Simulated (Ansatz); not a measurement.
# SiO: the cost of one run

Program: Ansatz 0.2.0. Level of theory: DFT PBE, scalar-relativistic, plane waves, PAW. These are calculated values, not measurements.

### Step 1. The starting structure

It takes space group P4/mmm (No. 123, tetragonal). The conventional cell has a = 2.668 Å, b = 2.668 Å, c = 3.229 Å, α = 90.00°, β = 90.00°, γ = 90.00°. Around Si (site symmetry 4/mmm) lie 8 O at 2.48 Å and 4 Si at 2.67 Å. Around O (site symmetry 4/mmm) lie 8 Si at 2.48 Å and 4 O at 2.67 Å.

Coordinates:

```
CELL_PARAMETERS angstrom
2.66757 0.00000 0.00000
0.00000 2.66757 0.00000
0.00000 0.00000 3.22862
ATOMIC_POSITIONS crystal
Si 0.50000 0.50000 0.50000
O 0.00000 0.00000 0.00000
```

Recipe of the guess: species swapped into a database cell of TlSn (P4/mmm, No. 123), with O on the Tl sites and Si on the Sn sites. Its size is a rough estimate.

### Step 2. The guess as it stands, on a coarse mesh

input.yaml

```yaml
crystal:
  lattice:
    - [2.66756669, 0.0, 0.0]
    - [0.0, 2.66756669, 0.0]
    - [0.0, 0.0, 3.22862417]
  atoms:
    - { symbol: Si, position: [0.5, 0.5, 0.5] }
    - { symbol: O, position: [0.0, 0.0, 0.0] }
basis:
  ecutwfc: 420
kpoints:
  mp_grid: { grid: [6, 6, 6] }
hamiltonian:
  xc: pbe
scf:
  occupations: { method: gaussian, width: 0.1 }
  lower_state_search: "off"
output:
  forces: true
  stress: true
  eigenvalues: true
```

Launch:

```console
ansatz run input.yaml --threads 1 --pin off --max-ram 2048MiB --backend cpu --events-out ev --progress --plain --runs-dir out
```

**Question.** How long does this run take on 1 thread of Intel Xeon Platinum 8259CL at 2.50GHz (Skylake/Cascade Lake), shared host, and how much memory does it need?

About 1.2 s, with a peak of 0.31 GiB.
